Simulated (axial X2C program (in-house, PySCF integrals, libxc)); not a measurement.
**FTbF: Ω levels from open-shell CI on f9 s0**

Aim: the spin–orbit levels of FTbF that arise from the configuration f9 s0 of Tb, and how they move with the bond.

The runs use an in-house X2C program for linear molecules on PySCF integrals; two-component X2C, average-of-configuration Hartree–Fock and CI in the open shells.

All values are calculated.

## (1) The job

task.json

```json
{"zs": [9, 65, 9], "q": 0, "bas": ["dyall-av3z", "dyall-v3z", "dyall-av3z"], "r0": 2.32, "metal": 1, "shells": [[3, [0, 1, 2, 3], 9], [0, [0], 0]], "fix": 0, "emax": 2.2, "nroots": 4}
```

Keys: zs atomic numbers; q charge; bas basis sets; r0 starting distance in Å; metal index of the metal atom; shells open shells as [l, |m| values, electrons]; fix electron count of the first shell held; emax energy window in eV; nroots roots for each Ω.

Command:

```sh
$ python soci.py task.json out
```

Two-component X2C with atomic mean-field Coulomb and Gaunt terms, basis F dyall-av3z, Tb dyall-v3z (cores contracted in-house). Orbitals come from Hartree–Fock averaged over the configuration Tb f9 s0; CI then distributes these electrons over the f, s shells of Tb.

## (2) CI at F–Tb–F held linear, both bonds 2.180 Å

Output:

```text
average of configuration f9 s0
basis functions 286  fitting functions 1440
iter      average energy  largest gradient
   1     -11896.617854210   7.13e+00
   2     -11899.347405624   2.37e+00
   3     -11899.599287360   1.49e-01
   4     -11899.607192988   1.46e-01
   5     -11899.618653437   2.78e-02
   6     -11899.618895718   4.02e-03
   7     -11899.619000730   2.55e-03
   8     -11899.619002367   1.11e-03
   9     -11899.619002528   1.68e-04
  10     -11899.619002547   2.62e-05
  11     -11899.619002549   1.49e-05
converged
CI levels
2*Omega        energy/Eh    cm-1   g(par)  dipole/D  leading shell counts
   15    -11899.90175377        0  19.932   -0.000  {'9 0': 1.0}
   13    -11899.89832063      753  16.705   -0.000  {'9 0': 1.0}
   11    -11899.89499251     1484  13.629   -0.000  {'9 0': 1.0}
    9    -11899.89208681     2122  10.904   -0.000  {'9 0': 1.0}
    7    -11899.89010557     2556   8.636   -0.000  {'9 0': 1.0}
    5    -11899.88924718     2745   6.438   -0.000  {'9 0': 1.0}
    1    -11899.88906427     2785   1.347   -0.000  {'9 0': 1.0}
    3    -11899.88905747     2787   3.986   -0.000  {'9 0': 1.0}
   13    -11899.88689477     3261  17.197   -0.000  {'9 0': 1.0}
   11    -11899.88455695     3774  13.652   -0.000  {'9 0': 1.0}
    9    -11899.88270087     4182  10.524   -0.000  {'9 0': 1.0}
    7    -11899.88097443     4561   7.704   -0.000  {'9 0': 1.0}
    5    -11899.87915582     4960   5.432   -0.000  {'9 0': 1.0}
    3    -11899.87792112     5231   3.510   -0.000  {'9 0': 1.0}
    1    -11899.87745482     5333   1.234   -0.000  {'9 0': 1.0}
   11    -11899.87535285     5794  14.624   -0.000  {'9 0': 1.0}
    9    -11899.87520751     5826  10.839   -0.000  {'9 0': 1.0}
    7    -11899.87424712     6037   7.248   -0.000  {'9 0': 1.0}
    5    -11899.87252225     6416   4.292   -0.000  {'9 0': 1.0}
    3    -11899.87028997     6906   2.607   -0.000  {'9 0': 1.0}
    1    -11899.86898979     7191   0.991   -0.000  {'9 0': 1.0}
    7    -11899.86818364     7368   7.896   -0.000  {'9 0': 1.0}
    5    -11899.86768568     7477   3.538   -0.000  {'9 0': 1.0}
    9    -11899.86706929     7612  11.674   -0.000  {'9 0': 1.0}
    3    -11899.86460344     8154   2.555   -0.000  {'9 0': 1.0}
    1    -11899.86270314     8571   0.909   -0.000  {'9 0': 1.0}
   11    -11899.85130314    11073  15.953   -0.000  {'9 0': 1.0}
```

Dipoles in the output refer to the first atom as origin.

It took 7.7 s on 1 thread of Arm Neoverse N1, shared host; peak memory 0.52 GiB.

Active spinors (ω > 0; filled shells left out):

```
shell    ω  ε (eV)           character
    f  5/2   -2.00           100% Tb f
    f  3/2   -1.82           100% Tb f
    f  1/2   -1.67            99% Tb f
    f  7/2   -1.30           100% Tb f
    f  5/2   -1.15           100% Tb f
    f  3/2   -1.02           100% Tb f
    f  1/2   -0.91            99% Tb f
    s  1/2   -0.13  82% Tb s, 13% Tb d
```

The levels:

```csv
Ω,energy (cm⁻¹),g∥,configuration
15/2,0,19.93,100% f9
13/2,753,16.70,100% f9
11/2,1484,13.63,100% f9
9/2,2122,10.90,100% f9
7/2,2556,8.64,100% f9
5/2,2745,6.44,100% f9
1/2,2785,1.35,100% f9
3/2,2787,3.99,100% f9
13/2,3261,17.20,100% f9
11/2,3774,13.65,100% f9
9/2,4182,10.52,100% f9
7/2,4561,7.70,100% f9
5/2,4960,5.43,100% f9
3/2,5231,3.51,100% f9
1/2,5333,1.23,100% f9
11/2,5794,14.62,100% f9
9/2,5826,10.84,100% f9
7/2,6037,7.25,100% f9
5/2,6416,4.29,100% f9
3/2,6906,2.61,100% f9
```

g∥ is the magnitude of 2⟨Lz + ge Sz⟩ for the +Ω component.

## (3) The same at F–Tb–F held linear, both bonds 2.104 Å

| Ω | energy (cm⁻¹) | g∥ | configuration |
| --- | --- | --- | --- |
| 15/2 | 0 | 19.93 | 100% f9 |
| 13/2 | 808 | 16.65 | 100% f9 |
| 11/2 | 1602 | 13.51 | 100% f9 |
| 9/2 | 2308 | 10.75 | 100% f9 |
| 7/2 | 2788 | 8.58 | 100% f9 |
| 1/2 | 2957 | 1.37 | 100% f9 |
| 5/2 | 2965 | 6.50 | 100% f9 |
| 3/2 | 2977 | 4.05 | 100% f9 |
| 13/2 | 3356 | 17.25 | 100% f9 |
| 11/2 | 3896 | 13.65 | 100% f9 |

## (4) Curves along the symmetric stretch (R is each bond)

The same input was run at the other distances (logs left out). Energies in cm⁻¹ from the lowest point; levels are followed by energy order within each Ω.

| R (Å) | (1)Ω=15/2 | (1)Ω=13/2 | (1)Ω=11/2 | (1)Ω=9/2 | (1)Ω=7/2 | (1)Ω=5/2 | (1)Ω=1/2 |
| --- | --- | --- | --- | --- | --- | --- | --- |
| 2.027 | 3066 | 3933 | 4796 | 5582 | 6117 | 6272 | 6196 |
| 2.104 | 566 | 1374 | 2168 | 2874 | 3353 | 3531 | 3523 |
| 2.180 | 0 | 753 | 1484 | 2122 | 2556 | 2745 | 2785 |
| 2.267 | 991 | 1686 | 2350 | 2920 | 3313 | 3505 | 3582 |
| 2.354 | 3181 | 3823 | 4428 | 4939 | 5295 | 5485 | 5586 |
| 2.453 | 6615 | 7201 | 7745 | 8200 | 8521 | 8704 | 8820 |
| 2.572 | 11519 | 12044 | 12524 | 12921 | 13206 | 13378 | 13502 |

Constants where the minimum is well bracketed:

```csv
level of the curve,Te (cm⁻¹),Re (Å),ωe (cm⁻¹)
(1)Ω=15/2,0,2.170,464.9
(1)Ω=13/2,760,2.173,462.5
(1)Ω=11/2,1495,2.176,460.0
(1)Ω=9/2,2135,2.179,457.9
(1)Ω=7/2,2569,2.182,456.7
(1)Ω=5/2,2758,2.181,455.9
(1)Ω=1/2,2798,2.179,455.7
```

## (5) Outcome

| quantity | value |
| --- | --- |
| lowest level of the model | Ω = 15/2, g∥ = 19.93, 100% f9 |
| next level | Ω = 13/2, 753 cm⁻¹ higher |
| lowest curve, Re and ωe | 2.170 Å, 464.9 cm⁻¹ |

**Reading.** In the lowest level ⟨Sz⟩ = 2.46 and ⟨Lz⟩ = 5.04; its leading determinant has weight 0.32 among 208. The 8 lowest levels are the Ω components of the Hund's-rule level 6H15/2 of f9 (free-ion gJ = 1.333), split by the axial field over 2787 cm⁻¹. From 2.180 to 2.104 Å the gap from the lowest to the fifth level goes from 2556 to 2788 cm⁻¹. Without dynamic correlation distances can be off by several hundredths of an Å, and the wavenumbers are rough. Dynamic correlation is missing, so gaps between terms are too wide and other configurations may lie lower; the lowest level listed is that of this model, not necessarily the ground state. At most 4 roots were kept for each Ω > 0 (twice that for Ω = 0) within 2.2 eV of the lowest, so higher up levels can be missing between those listed; levels with Ω > 0 are doubly degenerate and listed once, Ω = 0 levels singly. States that fill the shells left empty in the average are placed too high. The molecule was held linear; bending was not examined.
